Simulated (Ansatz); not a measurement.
Crystal: WF.

```
W F
1.0
     1.36589    0.78860    5.06960
    -1.36589    0.78860    5.06960
     0.00000   -1.57719    5.06960
W F
1 1
Cartesian
  0.0000 0.0000 12.3818
  0.0000 0.0000 14.2525
```

The cell was built by a generator and needn't be a form met in nature.

Base run:

```yaml
Program: Ansatz 0.2.0
Functional: r2SCAN
Potentials_or_basis: Ansatz PAW
Cutoff: "500 eV (not typed: the program's choice for these potentials)"
k_mesh: 11 × 11 × 11
Occupations: fermi-dirac, width 0.05 eV
Spin: no spin polarisation
```

Its results: band gap on the k mesh none (metal or under the smearing width); pressure -3.5 GPa; largest force 0.319 eV/Å.

After a change of settings the same cell gave: band gap on the k mesh none (metal or under the smearing width); pressure 3.0 GPa; largest force 0.132 eV/Å. Which change was it?
A. functional from r2SCAN to revPBE; cutoff from 500 eV (not typed: the program's choice for these potentials) to 420 eV (not typed: the program's choice for these potentials)
B. functional from r2SCAN to BLYP; cutoff from 500 eV (not typed: the program's choice for these potentials) to 420 eV (not typed: the program's choice for these potentials)
C. functional from r2SCAN to LDA; cutoff from 500 eV (not typed: the program's choice for these potentials) to 420 eV (not typed: the program's choice for these potentials)
D. functional from r2SCAN to PBEsol; cutoff from 500 eV (not typed: the program's choice for these potentials) to 420 eV (not typed: the program's choice for these potentials)

A.

Caveats: spin-orbit coupling is left out, which moves the levels of the heavy elements; an odd number of electrons without spin polarisation forces a metal; a magnetic or distorted state may lie lower; the PAW data sets come from PBE, with cores solved anew for the run's functional, which leaves a small shift of forces and pressure.
